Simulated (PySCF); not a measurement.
# C3H12GeNOP: the cost of one run

Computed with PySCF 2.14.0, with density-fitted response routines of our own, on a single molecule, in the gas phase or a continuum. Atoms count from 0, in the outputs and in this text.

**1. The molecule as given**

19 atoms, charge 0, multiplicity 1; geometry from: GFN2-xTB.

Bonds of the start (Å): C0–O1 1.41, O1–Ge2 1.79, Ge2–P3 2.32, Ge2–N4 1.84, N4–C5 1.44, N4–C6 1.44, C0–H7 1.09, C0–H8 1.10, C0–H9 1.09, Ge2–H10 1.52, P3–H11 1.39, P3–H12 1.39, C5–H13 1.09, C5–H14 1.10, C5–H15 1.09, C6–H16 1.09, C6–H17 1.10, C6–H18 1.10.

**2. Relaxing the molecule at PBE0-D3(BJ)/def2-SVP**

What the job is given:

```
{"job": {"xc": "PBE0", "basis": "def2-SVP", "d3": "d3bj", "grid": 1, "kind": "geom"}, "charge": 0, "multiplicity": 1}
C      2.581686    -0.824943     0.095007
O      1.712639    -0.201536     1.006178
Ge     0.324702     0.846501     0.571070
P      0.950208     2.073445    -1.294459
N     -1.235384    -0.028880     0.154443
C     -1.935477    -0.795574     1.157862
C     -1.507218    -0.492706    -1.185468
H      3.587941    -0.807201     0.519338
H      2.599180    -0.309587    -0.872794
H      2.283166    -1.863673    -0.069783
H      0.081825     1.377853     1.969196
H     -0.121425     2.942451    -1.156585
H      1.789809     2.887451    -0.543595
H     -1.701991    -0.392017     2.141857
H     -1.653798    -1.856092     1.140452
H     -3.015408    -0.723579     0.993764
H     -0.935872     0.104189    -1.899592
H     -1.241792    -1.549162    -1.322544
H     -2.572595    -0.377689    -1.411807
```

The run is started by

```bash
$ OMP_NUM_THREADS=1 python probes_run.py task.json out
```

This one command runs all jobs of the session in turn.

Q: Estimate the wall time and peak memory of this first job on 1 thread of Arm Neoverse V2, shared host.

About 4.4 min, with a peak of 0.79 GiB.
